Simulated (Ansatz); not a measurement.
I need cell relaxations under several functionals of Li3Ga2, space group R-3m. Use Ansatz 0.2.0, Python API. Use (first run): PBEsol, PAW, the default cutoff (420 eV here), 6×6×6 k-points, Gaussian smearing of 0.1 eV.

```yaml
crystal:
  lattice:
    - [2.18350, 1.26064, 4.63200]
    - [-2.18350, 1.26064, 4.63200]
    - [0.00000, -2.52129, 4.63200]
  atoms:
    - { symbol: Li, position: [0.40500, 0.40500, 0.40500] }
    - { symbol: Li, position: [0.59500, 0.59500, 0.59500] }
    - { symbol: Li, position: [0.00000, 0.00000, 0.00000] }
    - { symbol: Ga, position: [0.80130, 0.80130, 0.80130] }
    - { symbol: Ga, position: [0.19870, 0.19870, 0.19870] }
```

`lattice_li3ga2.py`:
```python
'''How the lattice of Li3Ga2 depends on the functional.'''

import warnings

import ansatz as az
import numpy as np

def edges_and_angles(cell):
    cell = np.asarray(cell)
    a, b, c = np.linalg.norm(cell, axis=1)
    cosines = cell[1] @ cell[2] / (b * c), cell[0] @ cell[2] / (a * c), cell[0] @ cell[1] / (a * b)
    return (a, b, c, *np.degrees(np.arccos(cosines)))

warnings.simplefilter('ignore', az.DeckWarning)

system = (
    az.Lattice.of((2.1835, 1.260644, 4.632), (-2.1835, 1.260644, 4.632), (0.0, -2.521289, 4.632))
    .atom('Li', (0.405, 0.405, 0.405))
    .atom('Li', (0.595, 0.595, 0.595))
    .atom('Li', (0.0, 0.0, 0.0))
    .atom('Ga', (0.8013, 0.8013, 0.8013))
    .atom('Ga', (0.1987, 0.1987, 0.1987))
)

calculation = (
    system.calculation()
    .occupations('gaussian', width=0.1)
    .scf(tolerance=1e-10)
    .kpoints(6, center='gamma')
    .relax(cell=True)
)

levels = [('pbesol', 'none'), ('pbesol', 'd3bj'), ('lda', 'none')]
print('level            a       b       c    alpha   beta  gamma  V/atom  steps')
for name, dispersion in levels:
    seen = []
    run = calculation.functional(name, dispersion=dispersion).session().plan()
    outcome = run.execute(on_event=lambda e: seen.append(e) if e['event'] == 'relax_step' else None)
    cell = outcome.lattice.cell_ang
    label = name if dispersion == 'none' else f'{name}+{dispersion}'
    print('{:13s} {:7.4f} {:7.4f} {:7.4f} {:6.2f} {:6.2f} {:6.2f}'.format(label, *edges_and_angles(cell)), f'{abs(np.linalg.det(cell)) / len(outcome.lattice.sites):7.3f} {len(seen):5d}')
```

Output of `python lattice_li3ga2.py`:
```text
level            a       b       c    alpha   beta  gamma  V/atom  steps
pbesol         5.1928  5.1928  5.1928  48.85  48.85  48.85  14.574     5
pbesol+d3bj    5.0586  5.0586  5.0586  49.09  49.09  49.09  13.578     7
lda            5.0964  5.0964  5.0964  48.93  48.93  48.93  13.816     6
```

From smallest to largest: PBEsol+D3BJ (13.58 Å³ an atom, -11.3 % against the start), LDA (13.82 Å³ an atom, -9.7 % against the start) and PBEsol (14.57 Å³ an atom, -4.7 % against the start). The spread is 7.3 % in volume.

Notes:
- Dispersion corrections can be off by several per cent in the lattices of metals, and by several GPa in the pressure at a fixed cell.
- The mesh is modest for a metal, so energies can be off by several to tens of meV an atom and pressures by half a GPa or more; differences at equal mesh fare better.
- Edges and angles are those of the cell as typed, here a primitive one, not of the conventional cell.
- The starting cell is as deposited in a crystallographic database; the results hold for this polymorph, which needn't be the stable one.
- Wall time of the script: 61 s on 1 thread of Arm Neoverse V2, with other jobs on the host, peak memory 0.46 GiB.
